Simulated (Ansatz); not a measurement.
# C2H2F6GeO2: how energies converge with the basis set

One table from this session's results is given with a row withheld; the runs are named, their logs left out.

Method: one geometry, several basis sets; program: Ansatz 0.2.0, Gaussian basis.

The runs, in order: PBE0-D4/def2-SVP; ωB97M-V/def2-SVP; PBE0-D4/def2-QZVPP; ωB97M-V/def2-QZVPP; the functionals' def2-TZVPP values are taken from earlier runs.

## The geometry

All runs share one geometry, relaxed beforehand with PBE0-D4 in a triple-zeta def2 set.

SMILES `FC(F)(F)[O][GeH2][O]C(F)(F)F`, 13 atoms, charge 0, spin multiplicity 1.

Atoms are counted from 1 here; the program's logs count them from 0.

Bond lengths: F1–C2 1.324 Å, C2–F3 1.347 Å, C2–F4 1.340 Å, C2–O5 1.329 Å, O5–Ge6 1.796 Å, Ge6–O7 1.793 Å, Ge6–H12 1.518 Å, Ge6–H13 1.524 Å, O7–C8 1.331 Å, C8–F9 1.325 Å, C8–F10 1.344 Å, C8–F11 1.341 Å. Angles: F1–C2–F3 107.8°, F1–C2–F4 108.1°, F1–C2–O5 109.8°, F3–C2–F4 106.4°, F3–C2–O5 111.9°, F4–C2–O5 112.7°, C2–O5–Ge6 123.1°, O5–Ge6–O7 104.8°, O5–Ge6–H12 105.5°, O5–Ge6–H13 110.1°, O7–Ge6–H12 103.4°, O7–Ge6–H13 110.8°, H12–Ge6–H13 120.9°, Ge6–O7–C8 123.4°, O7–C8–F9 109.8°, O7–C8–F10 111.9°, O7–C8–F11 112.5°, F9–C8–F10 107.8° and more.

The first run:

The input, in.yaml:

```yaml
crystal:
  periodic: [false, false, false]
  atoms:
    - {symbol: F, position_ang: [0.970221, 2.054412, -2.445473]}
    - {symbol: C, position_ang: [0.071229, 1.502488, -1.644906]}
    - {symbol: F, position_ang: [-1.146326, 1.727329, -2.175883]}
    - {symbol: F, position_ang: [0.099507, 2.155566, -0.474663]}
    - {symbol: O, position_ang: [0.321353, 0.203925, -1.512887]}
    - {symbol: Ge, position_ang: [-0.666090, -0.884017, -0.480470]}
    - {symbol: O, position_ang: [0.470883, -1.492284, 0.764702]}
    - {symbol: C, position_ang: [0.622887, -0.925113, 1.958930]}
    - {symbol: F, position_ang: [1.618316, -1.509324, 2.608711]}
    - {symbol: F, position_ang: [-0.483724, -1.039524, 2.713435]}
    - {symbol: F, position_ang: [0.892517, 0.385241, 1.873118]}
    - {symbol: H, position_ang: [-0.944313, -2.109489, -1.332354]}
    - {symbol: H, position_ang: [-1.806159, -0.103908, 0.162641]}
basis:
  gaussian: {orbitals: def2-SVP}
hamiltonian: {xc: pbe0, dispersion: d4}
output: {orbitals: {seedname: orbitals}}
```

Command:

```console
> ansatz run in.yaml --threads 4 --pin off --events-out ev --progress --plain --max-ram 66560MiB --backend cpu
```

Steps of the session up to this table: PBE0-D4 in def2-SVP; ωB97M-V in def2-SVP; PBE0-D4 in def2-QZVPP; ωB97M-V in def2-QZVPP.

One of the session's tables, all rows but one given; the rest of the session is left out.

It belongs to the step «Functionals by basis». 

```
functional       basis  HOMO (eV)  LUMO (eV)
   PBE0-D4    def2-SVP     -10.35      -0.13
   PBE0-D4  def2-TZVPP     -10.41      -0.30
   PBE0-D4  def2-QZVPP     -10.44      -0.50
   ωB97M-V    def2-SVP          ?          ?
   ωB97M-V  def2-TZVPP     -12.81       1.55
   ωB97M-V  def2-QZVPP     -12.84       1.09
```

Estimate the missing values for ωB97M-V, def2-SVP.

The run gave: HOMO (eV): -12.72; LUMO (eV): 1.80. In the column «HOMO (eV)» it lies between ωB97M-V, def2-TZVPP (-12.81) and PBE0-D4, def2-QZVPP (-10.44).
